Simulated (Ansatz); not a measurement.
# TaClOF2: an energy map over angle O1–Ta2–F3 and angle F4–Ta2–Cl5

Method: RKS r2SCAN-D4/def2-SVP; program: Ansatz 0.2.0.

**1. Where the work starts**

SMILES `[O]=[Ta]([F])([F])[Cl]`, 5 atoms, charge 0, spin multiplicity 1.

Atoms are counted from 1 here; the program's logs count them from 0.

Bond lengths: O1–Ta2 1.726 Å, Ta2–F3 1.884 Å, Ta2–F4 1.884 Å, Ta2–Cl5 2.311 Å. Angles: O1–Ta2–F3 106.4°, O1–Ta2–F4 106.4°, O1–Ta2–Cl5 106.9°, F3–Ta2–F4 112.2°, F3–Ta2–Cl5 112.2°, F4–Ta2–Cl5 112.3°.

Geometry (Å):

```tsv
atom	x (Å)	y (Å)	z (Å)
O1	-0.38862	-0.20721	1.66384
Ta2	0.00784	-0.09430	-0.01235
F3	1.63432	-1.01761	-0.23711
F4	-1.40892	-0.90875	-0.94959
Cl5	0.20529	2.15416	-0.50619
```

This geometry comes from a loose relaxation at PBE in a small basis, which is not shown.

**3. Setting up the map**

The axes are (1) angle O1–Ta2–F3: 7 values from 71.5 to 141.5 °; (2) angle F4–Ta2–Cl5: 7 values from 77.0 to 147.0 °.

Nothing else is relaxed (all other coordinates rigid). Energies count from the relaxed molecule at the same level. Points are written as (first, second).

(The set-up runs are not shown.)

**4. The run at (106.5°, 112.0°)**

Input file input.yaml:

```yaml
crystal:
  periodic: [false, false, false]
  atoms:
    - { symbol: O, position_ang: [-0.38765, -0.211873, 1.659126] }
    - { symbol: Ta, position_ang: [0.006848, -0.093585, -0.007048] }
    - { symbol: F, position_ang: [1.624437, -1.012333, -0.2377] }
    - { symbol: F, position_ang: [-1.399487, -0.902149, -0.946378] }
    - { symbol: Cl, position_ang: [0.205426, 2.147449, -0.510001] }
basis:
  gaussian: { orbitals: def2-SVP }
hamiltonian:
  xc: r2scan
  dispersion: d4
output:
  forces: true
```

Run with:

```sh
ansatz run input.yaml --threads 1 --pin off --max-ram 2560MiB --backend cpu --events-out ev --progress --plain --runs-dir out
```

What time and memory should one allow on 1 thread of Arm Neoverse N1, shared host?

About 13 s, with a peak of 0.15 GiB.
